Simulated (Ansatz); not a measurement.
# C2F5 (SMILES F[C](F)C(F)(F)F) at UB3LYP/6-31G(d) (spherical functions)

What is the electronic atomisation energy of C2F5 at UB3LYP/6-31G* (spherical functions)? 

The results are computed with Ansatz 0.2.0.

33 further runs of the same task are left out: 33 set aside as unsound or not needed.

## (1) The system as given

The species is C2F5 (7 atoms), meant as a doublet with charge 0. SMILES: `F[C](F)C(F)(F)F`. The coordinates come from a PBE0-D4/def2-TZVP relaxation.

Bond lengths: F1–C2 1.312 Å, C2–F3 1.312 Å, C2–C4 1.514 Å, C4–F5 1.327 Å, C4–F6 1.327 Å, C4–F7 1.338 Å. Angles: F1–C2–F3 112.2°, F1–C2–C4 114.4°, F3–C2–C4 114.4°, C2–C4–F5 109.8°, C2–C4–F6 109.7°, C2–C4–F7 111.6°, F5–C4–F6 109.4°, F5–C4–F7 108.1°, F6–C4–F7 108.1°.

## (2) The energy at UB3LYP/6-31G(d) (spherical functions)

Contents of molecule.yaml:

```yaml
crystal:
  periodic: [false, false, false]
  atoms:
    - symbol: F
      position_ang: [1.561030, -0.846020, 0.512950]
    - symbol: C
      position_ang: [0.322010, -0.468420, 0.723150]
    - symbol: F
      position_ang: [-0.464130, -1.481230, 1.002660]
    - symbol: C
      position_ang: [-0.228340, 0.480800, -0.320510]
    - symbol: F
      position_ang: [0.577960, 1.527090, -0.444820]
    - symbol: F
      position_ang: [-1.434800, 0.896110, 0.043240]
    - symbol: F
      position_ang: [-0.333720, -0.108340, -1.516660]
basis:
  gaussian: {orbitals: 6-31G_st_-spherical.json}
magnetization: {spin_polarized: true, initial_magnetization: 1}
hamiltonian: {xc: {name: B3LYP}}
accuracy: high
output: {orbitals: {seedname: orbitals}}
```

The basis set 6-31G* is read from a file made from the Basis Set Exchange's data (not shown).

Launch:

```sh
$ ansatz run molecule.yaml --threads 1 --pin off --max-ram 3480MiB --events-out events.jsonl --progress --plain --runs-dir runs
```

The program printed:

```text
Warning: RAYON_NUM_THREADS=1 ignored (pool sized by the plan → 1); use --threads N
Functional definition: B3LYP
  name "B3LYP"
  parameter a0 = 0.2
  parameter ax = 0.72
  parameter ac = 0.81
  exchange = (1 - a0 - ax)*slater_x + ax*b88_x + a0*exact_x
  correlation = (1 - ac)*vwn_rpa_c + ac*lyp_c
2241 factors; integrals over basis functions are off by at most 3.3e-9 eV
mean field evaluation 1: about -15652.5780 eV, gradient 3.2e1 eV
mean field evaluation 2: about -15649.2684 eV, gradient 4.6e1 eV
mean field evaluation 4: about -15655.3390 eV, gradient 1.1e0 eV
mean field evaluation 8: about -15655.5622 eV, gradient 3.9e-2 eV
mean field evaluation 16: about -15655.5622 eV, gradient 2.0e-5 eV
mean field -15655.56222254 eV, -575.3312999570 hartree, gradient 9.6e-8 eV, S^2 0.752073; 0 other end points of the search recorded, 0 dependent functions left out
reference -15655.56224479 eV, -575.3313007749 hartree; 29, 28 occupied and 69, 70 virtual orbitals, 2241 factors
Total energy: -15655.56224479 eV, -575.3313007749 hartree
```

Run time: 10 s. Hardware: 1 thread of Intel Xeon Platinum 8488C (Sapphire Rapids), shared host; peak memory 0.55 GiB.

## (3) The C atom, same level

Contents of input.yaml:

```yaml
crystal:
  periodic: [false, false, false]
  atoms:
    - {symbol: C, position_ang: [0.000000, 0.000000, 0.000000]}
basis:
  gaussian: {orbitals: 6-31G_st_-spherical.json}
magnetization: {spin_polarized: true, initial_magnetization: 2}
hamiltonian: {xc: {name: B3LYP}}
accuracy: high
```

The basis set 6-31G* is read from a file made from the Basis Set Exchange's data (not shown).

Run the same way, it converges to -37.84469 Eh (log not shown).

## (4) The F atom at the same level

Contents of in.yaml:

```yaml
basis:
  gaussian: {orbitals: 6-31G_st_-spherical.json}
crystal:
  periodic: [false, false, false]
  atoms:
    - {symbol: F, position_ang: [0.000000, 0.000000, 0.000000]}
magnetization: {spin_polarized: true, initial_magnetization: 1}
hamiltonian: {xc: {name: B3LYP}}
accuracy: high
```

The basis set 6-31G* is read from a file made from the Basis Set Exchange's data (not shown).

Launch:

```sh
$ ansatz run in.yaml --threads 1 --pin off --max-ram 3480MiB --events-out events.jsonl --progress --plain --runs-dir runs
```

The program printed, shortened:

```text
Warning: RAYON_NUM_THREADS=1 ignored (pool sized by the plan → 1); use --threads N
[... 7 set-up lines as earlier in the session ...]
93 factors; integrals over basis functions are off by at most 1.9e-9 eV
mean field evaluation 1: about -2713.3131 eV, gradient 4.3e0 eV
mean field evaluation 2: about -2713.3547 eV, gradient 2.5e0 eV
mean field evaluation 4: about -2713.3719 eV, gradient 1.3e-2 eV
mean field evaluation 8: about -2713.3719 eV, gradient 1.2e-4 eV
mean field -2713.37188650 eV, -99.7145776393 hartree, gradient 7.3e-9 eV, S^2 0.750949; 0 other end points of the search recorded, 0 dependent functions left out
reference -2713.37189463 eV, -99.7145779380 hartree; 5, 4 occupied and 9, 10 virtual orbitals, 93 factors
Total energy: -2713.37189463 eV, -99.7145779380 hartree
```

Run time: 0.22 s. Hardware: 1 thread of Intel Xeon Platinum 8488C (Sapphire Rapids), shared host.

## (5) What came out

At UB3LYP/6-31G* (spherical functions):

| quantity | value |
| --- | --- |
| molecule: total energy | -575.33130 Eh |
| molecule: HOMO energy (highest over α and β) | -6.87 eV |
| molecule: LUMO energy (lowest over α and β) | -2.48 eV |
| molecule: ⟨S²⟩ | 0.752 |
| C atom: total energy | -37.84469 Eh |
| C atom: ⟨S²⟩ | 2.002 |
| F atom: total energy | -99.71458 Eh |
| F atom: ⟨S²⟩ | 0.751 |
| electronic atomisation energy | 29.090 eV |

In words: Taking the molecule apart into free atoms costs 29.09 eV (671 kcal/mol), before zero-point energy and without spin-orbit coupling.
